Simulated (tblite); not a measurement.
# C3H7F3S3Si: the cost of one run

Computed with tblite 0.8.0 and PySCF 2.14.0, with density-fitted response routines of our own, on a single molecule in the gas phase. Atoms count from 0, in the outputs and in this text.

### 1 The starting structure

17 atoms, charge 0, multiplicity 1; geometry from: force field or distance geometry start.

Bonds of the start (Å): C0–S1 1.81, S1–Si2 2.12, Si2–S3 2.15, S3–C4 1.82, C4–S5 1.81, S5–C6 1.77, C6–F7 1.35, C6–F8 1.36, C6–F9 1.36, C0–H10 1.08, C0–H11 1.10, C0–H12 1.10, Si2–H13 1.49, Si2–H14 1.48, C4–H15 1.09, C4–H16 1.09.

### 2 Relaxing the molecule with GFN2-xTB

Job settings and geometry (Å):

```
{"job": {"kind": "relax", "xc": "GFN2-xTB", "basis": "xTB"}, "charge": 0, "multiplicity": 1}
C      3.125300    -0.273900     1.392900
S      2.171200    -1.353500     0.290900
Si     1.786600    -0.125600    -1.398700
S      0.378400     1.390900    -0.819800
C     -1.111000     0.415600    -0.442100
S     -2.468300     1.526800    -0.014300
C     -3.679300     0.263000     0.269100
F     -3.867800    -0.488700    -0.830800
F     -3.292900    -0.581100     1.265600
F     -4.880300     0.783300     0.626000
H      4.028100     0.074300     0.902600
H      2.513400     0.588500     1.698700
H      3.393000    -0.824000     2.303400
H      1.164500    -0.945400    -2.471300
H      3.035800     0.518400    -1.851800
H     -1.392700    -0.163700    -1.320200
H     -0.911100    -0.256100     0.389800
```

Command:

```console
OMP_NUM_THREADS=1 python probes_run.py task.json out
```

This one command runs all jobs of the session in turn.

Q: Estimate the wall time and peak memory of this first job on 1 thread of Arm Neoverse N1, shared host.

About 6 s, with a peak of 0.18 GiB.
